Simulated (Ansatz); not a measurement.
# Cu+ with F−: structure and interaction energy

Aim: relax the pair, then compute its interaction energy with counterpoise at many levels, up to CCSD(T).

Program: Ansatz 0.2.0, Gaussian basis. Level of theory: PBE0-D4 structure, single points in def2-TZVPPD. These are calculated values, not measurements.

Levels: PBE-D4, revPBE-D4, BLYP-D4, r2SCAN-D4, B97M-V, PBE0-D4, B3LYP-D4, HSE06-D4, wB97X-V, wB97M-V, B2PLYP, Hartree-Fock, MP2, CCSD, CCSD(T). The reference is CCSD(T) extrapolated to the basis limit. For elements past Ar these valence bases correlate outer-core shells poorly and lack relativity, so that limit is rough.

Cores are frozen in the correlated methods. The 3s and 3p shells of Cu and Zn are frozen; filled d shells are correlated. B3LYP uses VWN-RPA correlation. B2PLYP carries no dispersion term here.

150 further runs of the same task are left out: 150 set aside as unsound or not needed.

### Step 1. Starting geometry

The pair, from a GFN2-xTB docking trial: 2 atoms, charge 0, spin multiplicity 1.

Atoms are counted from 1 here; the program's logs count them from 0.

Bond lengths: Cu1–F2 1.715 Å.

As a file:

```xyz
2
charge 0, multiplicity 1
Cu    0.00000    0.00000   -0.85750
F     0.00000    0.00000    0.85750
```

Atoms 1 to 1 are fragment A (Cu+), the rest fragment B (F−).

### Step 2. A first relaxation in a small basis

pre/in.yaml

```yaml
crystal:
  periodic: [false, false, false]
  atoms:
    - {symbol: Cu, position_ang: [0.000000, -0.000000, -0.857500]}
    - {symbol: F, position_ang: [0.000000, 0.000000, 0.857500]}
basis:
  gaussian: {orbitals: def2-SVP}
hamiltonian: {xc: pbe, dispersion: d4}
relax: {f_tol: 0.03, max_steps: 250}
```

Run with:

```
$ ansatz run in.yaml --threads 2 --pin off --events-out ev --progress --plain --max-ram 5222MiB
```

Further steps of the session: Relaxation at PBE0-D4; wB97X-V/def2-TZVPPD; wB97M-V/def2-TZVPPD; B2PLYP/def2-TZVPPD; B97M-V/def2-TZVPPD; CCSD(T)/def2-TZVPPD; Vibrations of the pair.

What does the calculation give? Wanted: interaction energy, CCSD(T)/CBS; of it Hartree-Fock; D4 term of PBE0-D4; shortest contact; lowest wavenumber.

The runs gave:

| quantity | value |
| --- | --- |
| interaction energy, CCSD(T)/CBS | -806.82 kJ/mol |
| of it Hartree-Fock (basis limit) | -731.28 kJ/mol |
| D4 term of PBE0-D4 | -1.10 kJ/mol |
| shortest contact | Cu1–F2 1.76 Å |
| lowest wavenumber | 593 cm⁻¹ |

What this shows: The pair is bound by 806.82 kJ/mol at fixed fragment shapes. Hartree-Fock gives 91 % of it, so electrostatics, induction and charge transfer lead. The functionals run from wB97M-V, off by -1.44 kJ/mol, to r2SCAN-D4, off by -54.47 kJ/mol, against CCSD(T)/CBS. Mean unsigned error by rung: GGA 37.61, meta-GGA 53.10, hybrid 15.05, screened hybrid 12.64, range-separated hybrid 2.08, double hybrid 4.67 kJ/mol. PBE-D4 gives an interaction energy 46.68 kJ/mol too low, an error of 6 % of the reference. CCSD(T) moves by -23.39 kJ/mol from triple zeta to the limit; gaps between functionals far smaller than that don't rank them. A lower arrangement may exist. The T1 diagnostic is large here, over the usual mark for main-group molecules (transition-metal compounds often pass it harmlessly), so CCSD(T) itself may be off.
